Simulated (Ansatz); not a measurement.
**FH₆NSi₃: a ladder of functionals and wavefunction methods**

Aim: compute FH₆NSi₃ with functionals from several rungs and with coupled cluster, and see how far each lands from CCSD(T) at the basis-set limit for the atomisation energy.

Method: functionals in def2-TZVPP, the program's frozen cores in correlated methods; program: Ansatz 0.2.0, Gaussian basis.

Plan: LDA (SPW92), PBE-D4, revPBE-D4, BLYP-D4, r2SCAN-D4, B97M-V, PBE0-D4, B3LYP-D4, r2SCANh-D4, r2SCAN0-D4, HSE06-D4, BHLYP-D4, CAM-B3LYP-D4, LC-ωPBE, ωB97X-V, ωB97M-V, B2PLYP, PBE-QIDH; CCSD(T)/def2-SVP; CCSD(T)/def2-TZVPP; MP2/def2-QZVPP; extrapolation to the limit; RPA on PBE.

## (1) Structure used throughout

All runs share one geometry, relaxed beforehand with PBE0-D4 in a triple-zeta def2 set.

SMILES `F[Si]N([SiH3])[SiH3]`, 11 atoms, charge 0, spin multiplicity 1.

Atoms are counted from 1 here; the program's logs count them from 0.

Bond lengths: F1–Si2 1.626 Å, Si2–N3 1.724 Å, N3–Si4 1.749 Å, N3–Si5 1.760 Å, Si4–H6 1.485 Å, Si4–H7 1.486 Å, Si4–H8 1.485 Å, Si5–H9 1.482 Å, Si5–H10 1.488 Å, Si5–H11 1.482 Å. Angles: F1–Si2–N3 98.9°, Si2–N3–Si4 119.2°, Si2–N3–Si5 122.4°, Si4–N3–Si5 118.4°, N3–Si4–H6 110.5°, N3–Si4–H7 107.4°, N3–Si4–H8 110.5°, H6–Si4–H7 109.8°, H6–Si4–H8 108.8°, H7–Si4–H8 109.8°, N3–Si5–H9 111.0°, N3–Si5–H10 106.5°, N3–Si5–H11 111.0°, H9–Si5–H10 109.1°, H9–Si5–H11 110.1°, H10–Si5–H11 109.1°.

## (2) LDA

This LDA is Slater exchange with PW92 correlation.

in.yaml

```yaml
crystal:
  periodic: [false, false, false]
  atoms:
    - {symbol: F, position_ang: [0.595854, -2.793391, -0.130633]}
    - {symbol: Si, position_ang: [-0.678800, -1.960233, -0.699766]}
    - {symbol: N, position_ang: [-0.217418, -0.380664, -0.184651]}
    - {symbol: Si, position_ang: [-1.267133, 0.972574, -0.539084]}
    - {symbol: Si, position_ang: [1.277905, -0.073974, 0.691538]}
    - {symbol: H, position_ang: [-0.561026, 1.973201, -1.378516]}
    - {symbol: H, position_ang: [-2.445053, 0.441331, -1.272508]}
    - {symbol: H, position_ang: [-1.711321, 1.628201, 0.716868]}
    - {symbol: H, position_ang: [1.290618, -0.792632, 1.987424]}
    - {symbol: H, position_ang: [1.325128, 1.390931, 0.947910]}
    - {symbol: H, position_ang: [2.456748, -0.462343, -0.117881]}
basis:
  gaussian: {orbitals: def2-TZVPP}
hamiltonian: {xc: lda}
output: {orbitals: {seedname: orbitals}}
```

The run is started by

```console
$ ansatz run in.yaml --threads 4 --pin off --events-out ev --progress --plain --max-ram 10444MiB
```

Further steps of the session: PBE-D4 (GGA); revPBE-D4 (GGA); BLYP-D4 (GGA); r2SCAN-D4 (meta-GGA); B97M-V (meta-GGA); PBE0-D4 (hybrid); B3LYP-D4 (hybrid); r2SCANh-D4 (hybrid); r2SCAN0-D4 (hybrid); HSE06-D4 (hybrid); BHLYP-D4 (hybrid); CAM-B3LYP-D4 (range-separated); LC-ωPBE (range-separated); ωB97X-V (range-separated); ωB97M-V (range-separated); B2PLYP (double hybrid); PBE-QIDH (double hybrid); CCSD(T) in def2-SVP; CCSD(T) in def2-TZVPP; MP2 in def2-QZVPP; RPA on PBE orbitals.

Q: Predict the results of all the runs planned. Wanted: atomisation energy, CCSD(T)/CBS; farthest beyond LDA; mean size of error, GGA; mean size of error, meta-GGA; mean size of error, hybrid; mean size of error, range-separated; mean size of error, double hybrid; gap, smallest and largest; T1 diagnostic.

**Answer**, as computed:

| quantity | value |
| --- | --- |
| atomisation energy, CCSD(T)/CBS | 3697.3 kJ/mol |
| functionals within 18.5 kJ/mol (0.5 %) | B97M-V, B3LYP-D4, CAM-B3LYP-D4, ωB97M-V |
| farthest beyond LDA | revPBE-D4 (-95.1 kJ/mol) |
| mean size of error, GGA | 47.9 kJ/mol |
| mean size of error, meta-GGA | 18.2 kJ/mol |
| mean size of error, hybrid | 63.1 kJ/mol |
| mean size of error, range-separated | 27.9 kJ/mol |
| mean size of error, double hybrid | 69.4 kJ/mol |
| gap, smallest and largest | 3.70 eV (LDA (SPW92)), 10.47 eV (LC-ωPBE) |
| T1 diagnostic | 0.0138 |
| triples share of the correlation energy | 3.5 % |

What this shows: The LDA atomisation energy is off by 419.7 kJ/mol (11 %): it overbinds. PBE-D4 misses by -25.8 kJ/mol. Double hybrids carry the basis error of their MP2 part in triple zeta, and no dispersion term here, so their miss is partly the set-up's. Taken by rung, meta-GGA functionals do best (18.2 kJ/mol on average) and double hybrid ones worst beyond LDA (69.4 kJ/mol). Misses under about 18.5 kJ/mol are within the doubt on the reference itself, which lacks core-valence correlation, relativity and higher excitations. Hartree-Fock recovers 73 % of the binding; the rest is correlation. CCSD(T) in def2-SVP is off by -309.2 kJ/mol, worse than the median functional, from the basis alone. Orbital gaps span 3.7 to 10.5 eV; exact exchange widens them.
